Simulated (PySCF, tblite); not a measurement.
# C₅H₁₃FSSi₂: geometry, infrared bands and NMR shifts

What infrared bands and NMR shifts should C₅H₁₃FSSi₂ (`CSC[Si@H]([SiH2]F)C1CC1`) show?

Computed with tblite 0.8.0 and PySCF 2.14.0, with density-fitted response routines of our own, on a single molecule in the gas phase. Atoms are numbered from 0 throughout.

## 1. The starting structure

22 atoms, charge 0, multiplicity 1; geometry from: force field or distance geometry start.

Bonds of the start (Å): C0–S1 1.83, S1–C2 1.78, C2–Si3 1.88, Si3–Si4 2.22, Si4–F5 1.70, Si3–C6 1.86, C6–C7 1.51, C7–C8 1.51, C8–C6 1.50, C0–H9 1.11, C0–H10 1.11, C0–H11 1.11, C2–H12 1.11, C2–H13 1.11, Si3–H14 1.47, Si4–H15 1.47, Si4–H16 1.46, C6–H17 1.12, C7–H18 1.11, C7–H19 1.11, C8–H20 1.10, C8–H21 1.13.

## 2. Optimising the geometry with GFN2-xTB

The job: settings as JSON, then the geometry in Å.

```
{"job": {"kind": "relax", "xc": "GFN2-xTB", "basis": "xTB"}, "charge": 0, "multiplicity": 1}
C      3.906100    -0.422200     0.714800
S      2.088000    -0.592600     0.868000
C      1.397400    -0.445500    -0.770400
Si    -0.385800     0.149600    -0.765800
Si    -0.504700     2.308000    -0.268200
F     -0.055900     3.153200    -1.671300
C     -1.465900    -0.896900     0.335700
C     -2.795800    -1.323400    -0.229000
C     -2.724700    -0.239300     0.812600
H      4.244600    -1.095000    -0.095200
H      4.177300     0.627000     0.479600
H      4.429000    -0.742700     1.639900
H      1.968300     0.346500    -1.297700
H      1.504700    -1.402500    -1.317600
H     -0.892700    -0.038400    -2.135100
H     -1.900900     2.660900     0.005500
H      0.314700     2.671400     0.883500
H     -0.979100    -1.684400     0.968300
H     -3.277100    -2.256200     0.119500
H     -2.965200    -1.014800    -1.277600
H     -3.113600    -0.515700     1.806800
H     -2.979000     0.772400     0.391200
```

Launch:

```
$ OMP_NUM_THREADS=1 python probes_run.py task.json out
```

One launch serves the whole session: the jobs run in the order shown.

**Question.** This job is followed by: GFN2-xTB harmonic vibrations, gas phase; GIAO PBE0/pcSseg-1 NMR shielding, non-relativistic, gas phase. What will the session give for the following? strongest single infrared mode (GFN2-xTB); zero-point energy (GFN2-xTB); 13C shifts against TMS (PBE0/pcSseg-1); 1H shifts against TMS (PBE0/pcSseg-1, means over atoms taken as alike); 33S shifts against CS2 (PBE0/pcSseg-1); 29Si shifts against TMS (PBE0/pcSseg-1); 19F shifts against CFCl3 (PBE0/pcSseg-1).

**Answer**, as computed:

| quantity | value |
| --- | --- |
| strongest single infrared mode (GFN2-xTB) | 2258 cm⁻¹, 381 km/mol |
| zero-point energy (GFN2-xTB) | 102.5 kcal/mol |
| 13C shifts against TMS (PBE0/pcSseg-1) | 26.5, 22.7, 7.5, 2.9, -8.4 ppm |
| 1H shifts against TMS (PBE0/pcSseg-1, means over atoms taken as alike) | 5.90, 5.59, 4.05, 2.30, 2.19, 1.87, 0.77, 0.57, 0.22, 0.01, -0.14 ppm |
| 33S shifts against CS2 (PBE0/pcSseg-1) | -73 ppm |
| 29Si shifts against TMS (PBE0/pcSseg-1) | 4.5, -31.4 ppm |
| 19F shifts against CFCl3 (PBE0/pcSseg-1) | -268.6 ppm |

Relaxing lowered the energy by 0.705 eV in 201 steps; the close pair that moved most is Si3–Si4, from 2.218 to 2.315 Å. All 60 modes are real, so the xTB geometry is a minimum. The strongest single mode, at 2258 cm⁻¹, moves mainly H15. Unscaled tight-binding wavenumbers are off by several per cent, some by more. Its intensities can rank the bands wrongly. At PBE0/pcSseg-1: The widest tensor belongs to S1: span 349 ppm, with a paramagnetic part of -483 ppm.
